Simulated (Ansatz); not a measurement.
Working through a scan of the energy under strain of Li₂RuN₂, space group P-3m1

With Ansatz 0.2.0 through its Python package.

The cells in order, each with its output:

```python
import ansatz
import numpy as np
from tabulate import tabulate
```

```python
config = {
    "occupations": "cold",
    "scf_tol": 1e-10,
    "ecut": 520,
    "mesh": (13, 13, 7),
}

VECTORS = np.array([
    [3.1642327, 0.0, 0.0],
    [-1.58211635, 2.74030591, 0.0],
    [0.0, 0.0, 5.21145],
])
SITES = [
    ("Li", (2 / 3, 1 / 3, 0.36018)),
    ("Li", (1 / 3, 2 / 3, 0.63982)),
    ("Ru", (0.0, 0.0, 0.0)),
    ("N", (2 / 3, 1 / 3, 0.786989)),
    ("N", (1 / 3, 2 / 3, 0.213011)),
]
```

```python
def crystal_on(cell):
    crystal = ansatz.Crystal(lattice=ansatz.Lattice.of(cell))
    for symbol, position in SITES:
        crystal = crystal.atom(symbol, position)
    return crystal
```

```python
values = np.linspace(-0.01, 0.01, 5)
energies = []
for d in values:
    strain = d / 2 * (np.ones((3, 3)) - np.eye(3))
    cell = VECTORS @ (np.eye(3) + strain)
    model = crystal_on(cell).calculation()
    model = model.functional(ansatz.Functional.LDA).occupations(config["occupations"], width=150 * ansatz.meV)
    model = model.scf(tolerance=config["scf_tol"])
    model = model.basis(config["ecut"])
    model = model.kpoints(*config["mesh"])
    rep = model.run().report
    energies.append(rep["free_energy_ev"] / len(SITES))
    print(f"d = {d:+.4f}  F = {energies[-1]:.5f} eV/atom")
energies = np.array(energies)
```

    d = -0.0100  F = -1382.07275 eV/atom
    d = -0.0050  F = -1382.07316 eV/atom
    d = +0.0000  F = -1382.07329 eV/atom
    d = +0.0050  F = -1382.07316 eV/atom
    d = +0.0100  F = -1382.07279 eV/atom

```python
print(tabulate(zip(values, 1000 * (energies - energies.min())), headers=["strain", "dE (meV/atom)"], floatfmt=".3f"))
curvature = 2 * np.polyfit(values, energies, 3)[1]
volume = abs(np.linalg.det(VECTORS)) / len(SITES)
print(f"d2E/dd2 over the volume: {curvature / volume * 160.21766:.1f} GPa")
```

      strain    dE (meV/atom)
    --------  ---------------
      -0.010            0.535
      -0.005            0.132
       0.000            0.000
       0.005            0.127
       0.010            0.500
    d2E/dd2 over the volume: 183.5 GPa

Against the unstrained cell the energy per atom changes by +0.54 meV at one end of the scan and +0.50 meV at the other, and its second derivative over the volume is 183.5 GPa.

What to keep in mind:
- Total energies depend on the potentials; only differences at equal settings carry meaning.
- The run is spin-unpolarised.
- The curvature belongs to this strain pattern and to the cell's stress; it equals a single elastic constant only for simple patterns.
- In a metal a curvature from energy changes of a few meV or less hangs on mesh and smearing, in size and even in sign.
- The structure comes from a database of computed cells and needn't be a stable or known phase.
- The ions keep their fractional positions (clamped ions).
- It ran for 74 s on 1 thread of Intel(R) Xeon(R) 6975P-C (Granite Rapids), on a shared host, peak memory 0.87 GiB.
